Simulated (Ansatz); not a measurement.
K3Li, space group Fm-3m, a projected density of states

Program: Ansatz 0.2.0, Python API.

Script `k3li_pdos.py`:
```python
"""Which atoms and shells make the states of K3Li."""

import warnings

import ansatz as az
import numpy as np

warnings.simplefilter("ignore", az.DeckWarning)

lattice = az.Lattice.of(
    [0.0, 4.846485, 4.846485],
    [4.846485, 0.0, 4.846485],
    [4.846485, 4.846485, 0.0],
)
sites = [
    ("K", [0.25, 0.25, 0.25]),
    ("K", [0.75, 0.75, 0.75]),
    ("K", [0.5, 0.5, 0.5]),
    ("Li", [0.0, 0.0, 0.0]),
]
crystal = az.Crystal(lattice=lattice)
for symbol, position in sites:
    crystal = crystal.atom(symbol, position)

base = (
    crystal.calculation()
    .kpoints(mesh=(4, 4, 4), center="gamma")
    .functional("pbesol", dispersion="d4")
    .occupations("fermi_dirac", width=0.15)
    .scf(extra_bands=14)
    .density_of_states(projected=True, method="smearing", broadening_width=0.15, energy_step=0.1)
)
planned = base.session().plan(threads=1)
facts = planned.describe()
print("plan:", facts["n_bands"], "bands,", len(facts["kpoints_frac"]), "k-points, plane waves", facts["n_pw_range"], "grid", facts["fft_dense"])
res = planned.execute()
data = res.report

dos = res.density_of_states()
energy = np.asarray(dos.energies_ev) - dos.fermi_ev
curves = {}
for site in res.projected_density_of_states().sites:
    for shell in site.shells:
        weight = sum(np.sum(curve.g_bin_mean_per_ev, axis=0) for curve in shell.curves)
        name = f"{site.species} {shell.label}"
        curves[name] = curves.get(name, 0) + weight

print("E-EF   " + " ".join(f"{name:>8s}" for name in curves))
for e in np.arange(-6, 6 + 0.1, 1.0):
    print(f"{e:5.1f}  " + " ".join(f"{np.interp(e, energy, g):8.3f}" for g in curves.values()))
```

Running `python k3li_pdos.py` prints:
```text
plan: 29 bands, 8 k-points, plane waves [4420, 4520] grid [48, 48, 48]
RunWarning: dispersion: an atom stands within reach of a switch of its C6 between two reference coordination numbers of its element: through that C6 alone, e_disp changes by 0.025 eV or more while the distances to its neighbours run over a stretch of 0.05 Å that contains this geometry (sites counted from 0 in the [...]
E-EF       K 3S     K 4S     K 3P    Li 1S    Li 2S
 -6.0     0.000    0.000    0.000    0.000    0.000
 -5.0     0.000    0.000    0.000    0.000    0.000
 -4.0     0.000    0.000    0.000    0.000    0.000
 -3.0     0.000    0.000    0.000    0.000    0.000
 -2.0     0.014    1.004    0.007    0.006    0.296
 -1.0     0.002    0.705    0.011    0.001    0.256
  0.0     0.002    1.791    0.017    0.001    0.541
  1.0     0.006    2.022    0.006    0.001    0.167
  2.0     0.004    0.526    0.001    0.001    0.150
  3.0     0.005    0.325    0.001    0.002    0.161
  4.0     0.001    0.105    0.000    0.001    0.199
  5.0     0.000    0.035    0.000    0.000    0.083
  6.0     0.000    0.000    0.000    0.000    0.000
```
(Warnings from the package without file and line, shortened.)

Notes:
- Dispersion corrections can be off by several per cent in the lattices of metals, and by several GPa in the pressure at a fixed cell.
- For a metal this k-point mesh is coarse: on a finer one energies can move by several to tens of meV an atom and pressures by half a GPa or more, differences at one mesh by less.
- The empty d shell of the heavier alkali and alkaline-earth atoms, which makes much of a conduction band, may have no channel.
- This cell is a computed structure, which may not be the phase found in nature.
- Curves are summed over the cell's atoms. Only shells that the potentials hold have channels, so projections don't add up to the total, least of all where a shell is missing (p of most metals); heights and places of peaks move with the mesh.
- The computed bands are complete only to about 4.9 eV above the Fermi level; beyond that the density of states is undercounted.
- The script silences the warnings on its input, which a real study should read.
- Hardware and time: 2.5 s on 1 thread of Arm Neoverse V2 (shared host), peak memory 0.46 GiB.

(Lines on the test bed's own set-up are left out of the output.)
